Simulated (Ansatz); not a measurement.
# Cd2S in Ansatz: the effect of functional

The system is Cd2S.

```xyz
3
Lattice="3.9627 0.0000 0.0000 -1.9813 3.4318 0.0000 0.0000 0.0000 5.8092" Properties=species:S:1:pos:R:3 pbc="T T T"
Cd    0.0000    2.2878    5.4183
Cd    1.9813    1.1439    3.3620
S     0.0000    2.2878    2.1245
```

The cell comes from a database or a generator and needn't be the stable form of this composition.

Alike in all runs:

```yaml
Program: Ansatz 0.2.0
Task: band structure
Potentials_or_basis: all-electron LAPW, scalar-relativistic
Basis_error_allowed: 0.002 eV/atom
k_mesh: 8 × 8 × 5
Occupations: fermi-dirac, width 0.05 eV
Spin: no spin polarisation
```

One run gave: gap on the mesh 0.25 eV; pressure -4.9 GPa; largest force 0.17 eV/Å. Which functional did it use?
A. PBE
B. LDA
C. PBEsol

B.

| functional | cutoff | gap on the mesh (eV) | pressure (GPa) | largest force (eV/Å) |
| --- | --- | --- | --- | --- |
| PBE | 229 eV | 0.24 | -0.1 | 0.07 |
| LDA | 230 eV | 0.25 | -4.9 | 0.17 |
| PBEsol | 229 eV | 0.22 | -3.0 | 0.14 |

A k mesh can miss the band edges.

Not every run made on this cell is shown here.
